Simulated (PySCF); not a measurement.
# C6H6O2: the cost of one run

Method: levels as typed in each script, gas phase, geometry from GFN2-xTB; program: PySCF 2.14.0.

**1. Where the work starts**

SMILES `CC=C=C=CC(=O)O`, 14 atoms, charge 0, spin multiplicity 1.

Bond lengths: C1–C2 1.488 Å, C1–H9 1.097 Å, C1–H10 1.086 Å, C1–H11 1.084 Å, C2–C3 1.315 Å, C2–H12 1.084 Å, C3–C4 1.253 Å, C4–C5 1.320 Å, C5–C6 1.462 Å, C5–H13 1.080 Å, C6–O7 1.207 Å, C6–O8 1.350 Å, O8–H14 0.969 Å. Angles: C2–C1–H9 109.7°, C2–C1–H10 111.0°, C2–C1–H11 110.0°, H9–C1–H10 109.2°, H9–C1–H11 107.4°, H10–C1–H11 109.4°, C1–C2–C3 123.6°, C1–C2–H12 116.8°, C3–C2–H12 119.6°, C2–C3–C4 179.4°, C3–C4–C5 178.8°, C4–C5–C6 122.0°, C4–C5–H13 121.8°, C6–C5–H13 116.3°, C5–C6–O7 126.8°, C5–C6–O8 111.2°, O7–C6–O8 122.0°, C6–O8–H14 109.7°.

Coordinates:

```
C     3.4563    0.8542   -0.0018
C     2.8019   -0.4826   -0.0002
C     1.4983   -0.6543   -0.0007
C     0.2538   -0.8042   -0.0003
C    -1.0602   -0.9338    0.0009
C    -1.9517    0.2247    0.0003
O    -1.6276    1.3875    0.0006
O    -3.2468   -0.1572   -0.0007
H     4.0917    0.9563    0.8861
H     2.7167    1.6501   -0.0049
H     4.0956    0.9527   -0.8721
H     3.4556   -1.3470    0.0016
H    -1.5360   -1.9035    0.0025
H    -3.8185    0.6250   -0.0010
```

**2. Removing and adding an electron (B3LYP/cc-pvdz)**

Contents of input.py:

```python
import numpy as np
from pyscf import gto, scf, dft
from pyscf.scf import atom_ks, atom_hf
from scipy.linalg import block_diag

def solve(mol, dm0=None, hcore=None):
    mf = (dft.UKS if mol.spin else dft.RKS)(mol, xc='b3lyp')
    mf.grids.level = 3
    mf = mf.density_fit(auxbasis='def2-universal-jkfit')
    mf.conv_tol, mf.max_cycle = 1e-8, 80
    if hcore is not None:
        mf.get_hcore = lambda *args: hcore
    mf.kernel(dm0)
    if not mf.converged:
        mf = mf.newton().run(mf.mo_coeff, mf.mo_occ, max_cycle=30)
    assert mf.converged, 'SCF not converged'
    return mf

mol = gto.M(atom='''
C      3.45629     0.85422    -0.00181
C      2.80193    -0.48262    -0.00021
C      1.49826    -0.65434    -0.00073
C      0.25383    -0.80422    -0.00029
C     -1.06019    -0.93376     0.00088
C     -1.95173     0.22466     0.00026
O     -1.62759     1.38752     0.00064
O     -3.24683    -0.15720    -0.00073
H      4.09168     0.95632     0.88607
H      2.71669     1.65012    -0.00487
H      4.09556     0.95271    -0.87212
H      3.45565    -1.34695     0.00162
H     -1.53598    -1.90347     0.00247
H     -3.81847     0.62496    -0.00101
''', basis='cc-pvdz', charge=0, spin=0, verbose=4)
mf = solve(mol)
out = dict(e0=mf.e_tot, dm0=mf.make_rdm1(), c=mf.mo_coeff, occ=mf.mo_occ, eps=mf.mo_energy)
for name, dq, spin in [('cation', 1, 1), ('anion', -1, 1)]:
    ion = mol.copy().set(charge=mol.charge + dq, spin=spin).build()
    mi = solve(ion)
    if spin and dq > 0 and mol.nao < 130:
        c, _, stable, _ = mi.stability(return_status=True)
        if not stable:
            mi = solve(ion, mi.make_rdm1(c, mi.mo_occ))
    print(name, 'vertical energy change / eV', (mi.e_tot - mf.e_tot) * 27.211386)
    out.update({'e_' + name: mi.e_tot, 'dm_' + name: mi.make_rdm1(), 's2_' + name: mi.spin_square()[0], 'eps_' + name: mi.mo_energy, 'occ_' + name: mi.mo_occ})
# spherically averaged free atoms, for the promolecule
atm = atom_ks.get_atm_nrks(mol, xc='b3lyp')
pro = block_diag(*[(atm[a[0]][2] * atm[a[0]][3]) @ atm[a[0]][2].T for a in mol._atom])
np.savez('result.npz', pro=pro, **out)
```

Started as:

```
$ OMP_NUM_THREADS=1 python input.py
```

What time and memory should one allow on 1 thread of AMD EPYC (Zen 3), shared host?

About 3.5 min, with a peak of 0.72 GiB.
